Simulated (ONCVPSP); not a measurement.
# Gold: generating and testing an ONCV potential

Task: generate the file, and judge it by its errors in other configurations, its logarithmic derivatives, its ghosts and its cutoff.

Method: ONCVPSP 4.0.1.1 (patched build), PBE, scalar-relativistic.

### 1 The design

The settings as typed:

```
element                 : gold (Au, Z = 79)
type                    : optimised norm-conserving Vanderbilt (ONCV)
frozen core             : [Kr] 4d10 4f14
valence charge          : 19
reference configuration : 5s2 5p6 5d10 6s1
partial waves           : 5s+6s: rc 1.65 bohr, ncon 4, nbas 7, qcut 5.8 1/bohr, 3 projectors, debl 1.9 Ha; 5p: rc 1.05 bohr, ncon 4, nbas 9, qcut 7 1/bohr, 2 projectors, debl 2.3 Ha; 5d: rc 1.30 bohr, ncon 3, nbas 6, qcut 6.3 1/bohr, 1 projector
local potential         : polynomial inside 0.80 bohr (lpopt 5, dvloc0 4 Ha)
core correction         : Teter function, fcfact 2.75, rcfact 1.45
```

The nodes and maxima of the atom's own shells, from an earlier all-electron run, set the scale for the radii.

All-electron outer shells of the reference configuration (PBE, scalar-relativistic, ld1.x):

```json
{"shell": "5s", "level (eV)": "-108.37", "outermost node (bohr)": "0.48", "outermost maximum (bohr)": "0.84"}
{"shell": "4f", "level (eV)": "-81.12", "outermost node (bohr)": "–", "outermost maximum (bohr)": "0.37"}
{"shell": "5p", "level (eV)": "-59.78", "outermost node (bohr)": "0.52", "outermost maximum (bohr)": "0.96"}
{"shell": "5d", "level (eV)": "-6.88", "outermost node (bohr)": "0.56", "outermost maximum (bohr)": "1.21"}
{"shell": "6s", "level (eV)": "-5.76", "outermost node (bohr)": "1.11", "outermost maximum (bohr)": "2.32"}
{"shell": "6p", "level (eV)": "-0.77", "outermost node (bohr)": "1.32", "outermost maximum (bohr)": "3.64"}
```

### 2 The generation run

Input file Au.dat:

```
# ATOM AND REFERENCE CONFIGURATION
# atsym  z   nc   nv     iexc    psfile
  Au 79.00   10    4        4      upf
#
#   n    l    f
    1    0    2.00
    2    0    2.00
    2    1    6.00
    3    0    2.00
    3    1    6.00
    3    2   10.00
    4    0    2.00
    4    1    6.00
    4    2   10.00
    4    3   14.00
    5    0    2.00
    5    1    6.00
    5    2   10.00
    6    0    1.00
#
# PSEUDOPOTENTIAL AND OPTIMIZATION
# lmax
    2
#
#   l,   rc,      ep,       ncon, nbas, qcut
    0    1.65    0.00    4    7    5.80
    1    1.05    0.00    4    9    7.00
    2    1.30    0.00    3    6    6.30
#
# LOCAL POTENTIAL
# lloc, lpopt,  rc(5),   dvloc0
    4    5    0.80    4.00
#
# VANDERBILT-KLEINMAN-BYLANDER PROJECTORs
# l, nproj, debl
    0    3    1.90
    1    2    2.30
    2    1    3.20
#
# MODEL CORE CHARGE
# icmod, fcfact, rcfact
    3    2.75    1.45
#
# LOG DERIVATIVE ANALYSIS
# epsh1, epsh2, depsh
   -5.00    5.00    0.04
#
# OUTPUT GRID
# rlmax, drl
    6.00    0.01
#
# TEST CONFIGURATIONS
# ncnf
    4
# nvcnf
#   n    l    f
    4
    5    0    2.00
    5    1    6.00
    5    2   10.00
    6    0    0.00
#
    4
    5    0    2.00
    5    1    6.00
    5    2    9.00
    6    0    0.00
#
    4
    5    0    2.00
    5    1    6.00
    5    2    8.00
    6    0    0.00
#
    4
    5    0    2.00
    5    1    6.00
    5    2    9.00
    6    0    1.00
#
```

Started as:

```
$ oncvpsp.x < Au.dat > Au.out
```

Q: Predict the outcome of this session. Wanted: cutoffs for 1 and 0.1 mHa per electron, occupied waves; bound ghosts; GHOST(+) flags; largest test error; largest phase difference near zero energy, channels read; rms error of d²Exc/dn², without and with the model core.

The runs gave:

```
                                                quantity                           value
  cutoffs for 1 and 0.1 mHa per electron, occupied waves               213 Ha and 252 Ha
                                            bound ghosts                      none found
                                          GHOST(+) flags         s at 65 eV, p at 269 eV
                            largest test error (AE − PS)  -7.0 meV, for 5s2 5p6 5d10 6s0
largest phase difference near zero energy, channels read                       0.001 rad
 rms error of d²Exc/dn², without and with the model core               7.97 and 1.13 mHa
```

**Reading.** The worst unpolarised test, 5s2 5p6 5d10 6s0, is off by 7.0 meV on 9.4 eV; by total energies transferability rates as good. The potential is very hard: the looser tolerance needs 213 Ha. At the looser tolerance the 5p wave is the slowest; 5d needs 20 Ha. The program's ghost test flags no bound state. Near zero energy the phases of the channels with partial waves agree within 0.001 rad. The program also flags highly localised states, GHOST(+) (s, p). Note that the frozen 4f shell (-81 eV) lies higher than the valence 5s shell (-108 eV). These are tests on the free atom; a crystal test is still owed.
